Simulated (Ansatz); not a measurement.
Debugging a comparison of dispersion corrections of CH₄F₂OSi₂, SMILES O=C[Si](F)(F)[SiH3] (the Ansatz DFT code, driven from Python).

Script `ch4f2osi2.py`:
```python
"""Dispersion corrections for CH4F2OSi2."""

import ansatz as az

geometry_ang = [
    ("O", (1.2918, -1.7812, -0.8843)),
    ("C", (0.767, -0.8056, -1.5322)),
    ("Si", (-0.2528, 0.5264, -0.689)),
    ("F", (-1.6146, 0.5959, -1.335)),
    ("F", (0.4823, 1.9431, -0.9557)),
    ("Si", (-0.3555, 0.1063, 1.5769)),
    ("H", (0.9223, -0.686, -2.6146)),
    ("H", (-1.0006, -1.1851, 1.8615)),
    ("H", (0.987, 0.0875, 2.277)),
    ("H", (-1.1439, 1.1476, 2.2984)),
]
mol = az.Crystal.molecule()
for symbol, xyz in geometry_ang:
    mol = mol.atom(symbol, xyz)

calc = (
    mol.calculation()
    .basis(gaussian="def2-SVP")
    .hubbard("O", "p", u_eff=4.0)
)
for name in ["revpbe", "r2scan"]:
    for correction in ("d3bj", "d4"):
        summary = calc.functional(name, dispersion=correction).run(threads=1, pin="off").report
        print(f"{name:8s} {correction:5s} total {summary['free_energy_ev']:.5f} eV, of which dispersion {1000 * summary['dispersion']['energy']['ev']:.2f} meV")
```

Output of `python ch4f2osi2.py`:
```text
Traceback (most recent call last):
  File "ch4f2osi2.py", line 28, in <module>
    summary = calc.functional(name, dispersion=correction).run(threads=1, pin="off").report
              ~~~~~~~~~~~~~~~~~~~~~~~~~~~~~~~~~~~~~~~~~~~~~~~~^^^^^^^^^^^^^^^^^^^^^^
  ...
ansatz.RefusalError: invalid value for `basis.gaussian`: such a run doesn't read hamiltonian.hubbard; remove what it names
```
(Library frames cut from the traceback.)

Find the fault and give the corrected script.

The fault: a Hubbard U isn't read in a Gaussian basis. The change:

```diff
--- before
+++ after
@@ -20,7 +20,3 @@
 
-calc = (
-    mol.calculation()
-    .basis(gaussian="def2-SVP")
-    .hubbard("O", "p", u_eff=4.0)
-)
+calc = mol.calculation().basis(gaussian="def2-SVP")
 for name in ["revpbe", "r2scan"]:
```

With that change:

```console
$ python ch4f2osi2.py
revpbe   d3bj  total -24322.65689 eV, of which dispersion -541.47 meV
revpbe   d4    total -24322.78928 eV, of which dispersion -673.86 meV
DeckWarning: the engine holds no damping parameters fitted to this dispersion correction and functional, so the run takes those fitted to r2scan beside the three-body term, which d3bj leaves out (hamiltonian.dispersion, under Limitations)
r2scan   d3bj  total -24322.95964 eV, of which dispersion -65.01 meV
r2scan   d4    total -24322.95387 eV, of which dispersion -59.23 meV
```
(Warnings from the package without file and line.)

Notes:
- Total energies depend on the basis set; only differences at equal settings carry meaning.
- The geometry is a force-field or estimated start, not a minimum of this method, and the basis set is short of its limit. D4 holds the three-body term, and d3bj doesn't.
- A dispersion term here runs with damping parameters fitted for another variant or functional.
- The whole script took 20 s on 1 thread of Arm Neoverse V2, on a shared host, peak memory 0.23 GiB.
